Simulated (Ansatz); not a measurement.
# LiAs+ (quartet): from Hartree-Fock to the top rungs, cc-pVTZ

An exercise on one series of results from a longer session: the logs are not shown, and one member is left open.

Computed with Ansatz 0.2.0, Gaussian basis. Level: cc-pVTZ, core rule «outside noble gas», up to 15 orbitals frozen.

Plan: UHF; CCSD(T) on ROHF; CCSD(T) on UHF; BCCD(T) on ROHF; CISD; CCSDT(Q) on ROHF; CCSDT(Q) on UHF; Full CI.

18 further runs of the same task are left out: 7 for a known fault of the program, 4 that didn't finish, 7 set aside as unsound or not needed.

## What is computed

The geometry is a PBE0/def2-TZVP stationary point (not a proven minimum). No spin-orbit coupling is included. The filled d shell of As may be among the frozen orbitals whatever the setting's name suggests; the logs give the count.

2 atoms, charge 1, spin multiplicity 4.

Atoms are counted from 1 here; the program's logs count them from 0.

Bond lengths: As1–Li2 2.745 Å.

The first run:

File in.yaml:

```yaml
crystal:
  periodic: [false, false, false]
  atoms:
    - {symbol: As, position_ang: [0.000000, 0.000000, 0.000000]}
    - {symbol: Li, position_ang: [0.000000, 0.000000, 2.745500]}
basis:
  gaussian: {orbitals: cc-pVTZ}
total_charge: 1
magnetization: {spin_polarized: true, initial_magnetization: 3}
hamiltonian: {xc: hf}
output: {orbitals: {seedname: orbitals}}
```

Run with:

```bash
$ ansatz run in.yaml --threads 1 --pin off --events-out ev --progress --plain --max-ram 2393MiB
```

Steps of the session up to this table: UHF; CCSD(T) on ROHF; CCSD(T) on UHF; BCCD(T) on ROHF; CISD; CCSDT(Q) on ROHF; CCSDT(Q) on UHF; Full CI.

One of the session's tables, all rows but one given; the rest of the session is left out.

| method | from FCI (kcal/mol) |
| --- | --- |
| ROHF | +56.63 |
| UHF | +55.86 |
| RMP2 | +11.21 |
| UMP2 | ? |
| CISD | +1.88 |
| RCCSD | +2.31 |
| UCCSD | +1.86 |
| RCCSD(T) | +0.44 |
| UCCSD(T) | +0.01 |
| BCCD(T) | +0.43 |
| RCCSDT | +0.06 |
| UCCSDT | -0.37 |
| RCCSDT(Q) | +0.01 |
| UCCSDT(Q) | -0.42 |
| FCI | 0 |

**Question.** Estimate the row for UMP2.

As computed: from FCI (kcal/mol): +10.88. In the column «from FCI (kcal/mol)» it lies between RCCSD (+2.31) and RMP2 (+11.21).

Caveats from the session: UCCSDT, UCCSDT(Q) fall below full CI: unrestricted runs freeze a spin-polarised core, another one than full CI's, and coupled cluster isn't variational. Levels on UHF freeze UHF's core orbitals, full CI those of ROHF, so the U rows can settle a little off it for that reason alone. Restricted and unrestricted rows rest on different reference determinants; where their highest levels disagree by more than a few hundredths of an eV, they describe different states and don't form one ladder.
